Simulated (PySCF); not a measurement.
# [LuI2]+: other functionals and bases at one geometry

One table from this session's results is given with a row withheld; the runs are named, their logs left out.

Computed with PySCF 2.14.0. Level: several levels, as the steps say, no spin–orbit coupling.

1 further run of the same task is left out (for a known fault of the program).

## Starting geometry

3 atoms, charge 1, spin multiplicity 1.

Bond lengths: Lu1–I2 2.681 Å, Lu1–I3 2.681 Å. Angles: I2–Lu1–I3 115.4°.

Geometry (Å):

| atom | x (Å) | y (Å) | z (Å) |
| --- | --- | --- | --- |
| Lu1 | 0.0000 | 0.0000 | -0.8663 |
| I2 | 2.2664 | 0.0000 | 0.5653 |
| I3 | -2.2664 | 0.0000 | 0.5653 |

Formal oxidation states: Lu +3. Each metal's 14 4f electrons lie in its core potential, so multiplicities, spins and levels count the valence alone. An earlier session relaxed this geometry at PBE0, Lu lcecp-1-SVP with ECP60, I def2-SVP with ECP28 (singlet, point group C2v).

At PBE0 on the finer grid: E = -635.280842 Eh, HOMO -12.12 eV, LUMO -8.01 eV, Mulliken charge on Lu1 +1.06 e, largest force component 0.006 eV/Å. 

Levels to run: CAM-B3LYP; M06-L; PBE0, TZVP. Hardware: 2 threads of Intel Xeon Platinum 8259CL at 2.50GHz (Skylake/Cascade Lake), shared host.

Set-up of the first run:

run.py (the lines that set the calculation)

```python
mol = gto.M(atom='''
Lu     0.00000     0.00000    -0.86635
I      2.26638     0.00000     0.56533
I     -2.26638     0.00000     0.56533''',
    basis={'Lu': 'lcecp-1-SVP', 'I': 'def2-SVP'},
    ecp={'Lu': 'lcecp-1-SVP', 'I': 'def2-SVP'},
    charge=1, spin=0)
mf = dft.RKS(mol, xc='CAMB3LYP')
mf.grids.atom_grid = (75, 302)  # f atoms: unpruned, at least (60, 302)
mf = mf.density_fit()  # fitting sets: Lu AutoAux, I def2-universal-JKFIT
mf.conv_tol = 1e-08; mf.max_cycle = 55
mf.kernel(dm0)  # dm0: the density of the relaxed state
```

Command:

```console
$ OMP_NUM_THREADS=2 python run.py
```

Steps of the session up to this table: CAM-B3LYP; M06-L; PBE0, TZVP.

One of the session's tables, all rows but one given; the rest of the session is left out.

| level | HOMO (eV) | gap (eV) | charge on Lu1 (e) | dipole (D) | largest force component (eV/Å) |
| --- | --- | --- | --- | --- | --- |
| PBE0 (relaxed here) | -12.12 | 4.10 | 1.06 | 6.52 | 0.01 |
| CAM-B3LYP | ? | ? | ? | ? | ? |
| M06-L | -11.02 | 3.39 | 1.07 | 6.38 | 0.25 |
| PBE0, TZVP | -12.05 | 4.16 | 1.33 | 6.27 | 0.04 |

Q: Estimate the row for CAM-B3LYP from the others.

**Answer.** HOMO (eV): -13.25; gap (eV): 5.92; charge on Lu1 (e): 1.03; dipole (D): 6.72; largest force component (eV/Å): 0.08. In the column «HOMO (eV)» it is the lowest.

The dipole of a charged species depends on the origin, so these sizes hold for this origin alone.

In one basis the HOMO–LUMO gap runs from 3.39 eV (M06-L) to 5.92 eV (CAM-B3LYP). The largest leftover force, 0.25 eV/Å with M06-L, stands at a geometry relaxed at another level. With 4f in the core, its levels are missing from HOMO and gap, and its count is fixed, so no charge can pass from the ligands into it. Total energies of different levels can't be compared.
